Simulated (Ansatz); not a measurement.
This script drives the Ansatz DFT code, driven from Python.

The script reads `fh3nosi.xyz`:
```text
7

N    -0.84010    0.72540    0.05210
Si    0.33570   -0.53310    0.06980
O     0.71880   -0.88870    1.68310
F    -0.21130   -1.90000   -0.67280
H    -1.06940    0.98070   -0.98240
H    -0.44020    1.63340    0.45340
H     1.56770   -0.08570   -0.64900
```

`run_freq.py`
```python
import ansatz as az
import numpy as np

params = {
    "basis_set": "6-31G*",
    "xc": "pbe",
    "vdw": "d4",
}

mol = az.Crystal.molecule_from_extxyz("fh3nosi.xyz")

calculation = mol.calculation()
calculation = calculation.basis(gaussian=params["basis_set"])
calculation = calculation.functional(params["xc"], dispersion=params["vdw"]).spin("collinear", total=1)
symbols = [site.symbol for site in mol.cartesian_sites]
start = np.array([site.position_ang for site in mol.cartesian_sites], dtype=float)
report = calculation.relax(force_tolerance=0.003, max_steps=100).run().report
end = np.array(report["positions_ang"])

print("bond        before    after (A)")
for i, j in [(0, 1), (0, 4), (0, 5), (1, 2), (1, 3), (1, 6)]:
    d0, d1 = (np.linalg.norm(xyz[i] - xyz[j]) for xyz in (start, end))
    print(f"{symbols[i]}{i}-{symbols[j]}{j}".ljust(10), f"{d0:8.4f} {d1:8.4f}")

minimum = az.Crystal.molecule()
for symbol, xyz in zip(symbols, end):
    minimum = minimum.atom(symbol, xyz.tolist())
vibrating = (
    minimum.calculation()
    .basis(gaussian=params["basis_set"])
    .functional(params["xc"], dispersion=params["vdw"])
    .spin("collinear", total=1)
    .phonons(temperatures=(100, 500, 100))
)
vib = vibrating.run().report["vibrations"]
sums = vib["harmonic_sums"]
modes = [m["omega_inv_cm"] for m in sums["modes_at_gamma"] if m["rigid_motion"] == "no"]
print("frequencies (1/cm):", " ".join(f"{w:.0f}" for w in modes))
print("imaginary modes:", sum(w < 0 for w in modes), " zero-point energy:", round(sums["zero_point_energy_ev"], 4), "eV")
print("T (K)   F_vib (eV)   S_vib (meV/K)   C_vib (meV/K)")
for row in zip(sums["temperatures_k"], sums["vibrational_free_energy_ev"], vib["entropy_ev_per_k"], vib["heat_capacity_ev_per_k"]):
    print(f"{row[0]:6.1f} {row[1]:11.4f} {1000 * row[2]:13.4f} {1000 * row[3]:15.4f}")
```

It is started by `python run_freq.py`. Estimate its wall time and peak memory on 1 thread of AMD EPYC 9R45 (Zen 5) (shared host).

It took about 61 s, with a peak of 0.26 GiB, for 2 runs of the engine.

```console
$ python run_freq.py
bond        before    after (A)
N0-Si1       1.7224   1.7153
N0-H4        1.0899   1.0190
N0-H5        1.0702   1.0187
Si1-O2       1.6959   1.6360
Si1-F3       1.6490   1.6149
Si1-H6       1.4949   1.5301
frequencies (1/cm): 177 264 272 312 338 604 671 754 815 893 987 1561 2000 3506 3609
imaginary modes: 0  zero-point energy: 1.0391 eV
T (K)   F_vib (eV)   S_vib (meV/K)   C_vib (meV/K)
 100.0      1.0378        0.0535          0.1463
 200.0      1.0239        0.2315          0.3819
 300.0      0.9912        0.4216          0.5590
 400.0      0.9400        0.6011          0.6878
 500.0      0.8715        0.7651          0.7810
```

The frequencies are harmonic and unscaled, in a modest basis. The result belongs to the one conformer reached from this start, and soft torsions count as harmonic oscillators. The species is open-shell (spin multiplicity 2).

(Lines on the test bed's own set-up are left out of the output.)
